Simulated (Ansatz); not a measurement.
**Ga₂H₂ (singlet): from Hartree-Fock to the top rungs, cc-pVTZ**

An exercise on one series of results from a longer session: the logs are not shown, and one member is left open.

Program: Ansatz 0.2.0, Gaussian basis. Level of theory: cc-pVTZ, core rule «outside noble gas», up to 28 orbitals frozen. These are calculated values, not measurements.

Plan: UHF; CCSD(T) on RHF; CCSD(T) on UHF; BCCD(T) on RHF; CCSDT(Q) on RHF; CCSDT(Q) on UHF.

16 further runs of the same task are left out: 10 for a known fault of the program, 6 set aside as unsound or not needed.

**What is computed**

The geometry is a PBE0/def2-TZVP stationary point (not a proven minimum) of the parent state, kept for this charge and spin. No spin-orbit coupling is included. The filled d shell of Ga may be among the frozen orbitals whatever the setting's name suggests; the logs give the count.

4 atoms, charge 0, spin multiplicity 1.

Atoms are counted from 1 here; the program's logs count them from 0.

Bond lengths: Ga1–Ga2 2.482 Å, Ga1–H3 1.564 Å, Ga1–H4 1.564 Å. Angles: Ga2–Ga1–H3 114.7°, Ga2–Ga1–H4 114.7°, H3–Ga1–H4 130.7°.

The first run:

Input file in.yaml:

```yaml
crystal:
  periodic: [false, false, false]
  atoms:
    - {symbol: Ga, position_ang: [0.000000, 0.000000, -1.214166]}
    - {symbol: Ga, position_ang: [0.000000, 0.000000, 1.268134]}
    - {symbol: H, position_ang: [0.000000, 1.421600, -1.866566]}
    - {symbol: H, position_ang: [0.000000, -1.421600, -1.866566]}
basis:
  gaussian: {orbitals: cc-pVTZ}
magnetization: {spin_polarized: true, initial_magnetization: 0}
hamiltonian: {xc: hf}
output: {orbitals: {seedname: orbitals}}
```

Launch:

```bash
> ansatz run in.yaml --threads 1 --pin off --events-out ev --progress --plain --max-ram 4096MiB --backend cpu
```

Steps of the session up to this table: UHF; CCSD(T) on RHF; CCSD(T) on UHF; BCCD(T) on RHF; CCSDT(Q) on RHF; CCSDT(Q) on UHF.

One table of the session follows, with a row left open; its other results are not shown here.

```
   method  from RCCSDT(Q) (kcal/mol)
      RHF                    +103.77
      UHF                          ?
     RMP2                     +24.28
     UMP2                     +25.85
    RCCSD                      +3.38
    UCCSD                      +3.87
 RCCSD(T)                      +0.73
 UCCSD(T)                      +1.23
  BCCD(T)                      +0.72
   RCCSDT                      +0.15
   UCCSDT                      +0.41
RCCSDT(Q)                          0
UCCSDT(Q)                      +0.23
```

**Question.** Estimate the row for UHF.

**Answer.** from RCCSDT(Q) (kcal/mol): +96.85. In the column «from RCCSDT(Q) (kcal/mol)» it lies between UMP2 (+25.85) and RHF (+103.77).

Limits of these values: The determinant is far from a pure spin state, so its energy mixes those of several spin states (harmless only where they are near-degenerate, as at dissociation). Restricted and unrestricted rows rest on different reference determinants; where their highest levels disagree by more than a few hundredths of an eV, they describe different states and don't form one ladder.
